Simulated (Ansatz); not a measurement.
# Cl₂H₂NOSi, SMILES [NH][Si](O)(Cl)Cl: a rigid torsion scan

Computed with the Python package of Ansatz (0.2.0).

The cells in order, each with its output:

**Cell 1**
```python
import ansatz as az
from ase import Atoms
```

**Cell 2**
```python
BASIS_SET = "def2-SVP"
XC = "PBE0"
FMAX = 0.02
```

**Cell 3**
```python
atoms = Atoms(["N", "Si", "O", "Cl", "Cl", "H", "H"], positions=[
    [-0.3825, 0.5207, 1.2298],
    [-0.0464, -0.0351, -0.3645],
    [1.1532, -1.0728, -0.0382],
    [-1.466, -1.0583, -1.2566],
    [0.6482, 1.3742, -1.6602],
    [-1.2003, 1.2498, 1.105],
    [1.355, -1.0466, 0.939],
])
```

**Cell 4**
```python
# start the scan from a relaxed geometry
first = (
    az.Crystal.molecule_from_ase(atoms).calculation()
    .basis(gaussian=BASIS_SET)
    .functional(XC)
    .spin("collinear", total=1)
    .relax(force_tolerance=FMAX, max_steps=80)
)
atoms.positions = first.run().report["positions_ang"]

start = atoms.get_dihedral(0, 1, 2, 6)
energies = {}
for turn in range(0, 360, 40):
    turned = atoms.copy()
    turned.set_dihedral(0, 1, 2, 6, start + turn, indices=[2, 6])
    model = az.Crystal.molecule_from_ase(turned).calculation()
    model = model.basis(gaussian=BASIS_SET)
    model = model.functional(XC).spin("collinear", total=1)
    energies[round((start + turn) % 360)] = model.run().report["free_energy_ev"]
floor = min(energies.values())
print("dihedral N0-Si1-O2-H6 (deg)   E - E(min) (eV)")
for angle, e in sorted(energies.items()):
    print(f"{angle:8d} {(e - floor):14.3f}  " + "#" * int(30 * (e - floor) / max(max(energies.values()) - floor, 1e-9)))
```
Output:
```text
dihedral N0-Si1-O2-H6 (deg)   E - E(min) (eV)
       3          0.031  ###########
      43          0.082  #############################
      83          0.084  ##############################
     123          0.044  ###############
     163          0.025  ########
     203          0.044  ###############
     243          0.053  ##################
     283          0.023  ########
     323          0.000
```

The lowest point is at 323° and the highest at 83°, 0.084 eV (8.1 kJ/mol) above it, with the rest of the molecule held.

Reading the output:
- The scan is rigid and the energies are electronic, in a modest basis. With rigid groups the curve can differ much from the relaxed path, the start wasn't checked as a minimum of this torsion, and equivalent turns needn't return to the same energy.
- The species is open-shell (spin multiplicity 2).
- It ran for 3.3 min on 1 thread of Arm Neoverse V1, on a shared host, peak memory 0.35 GiB.
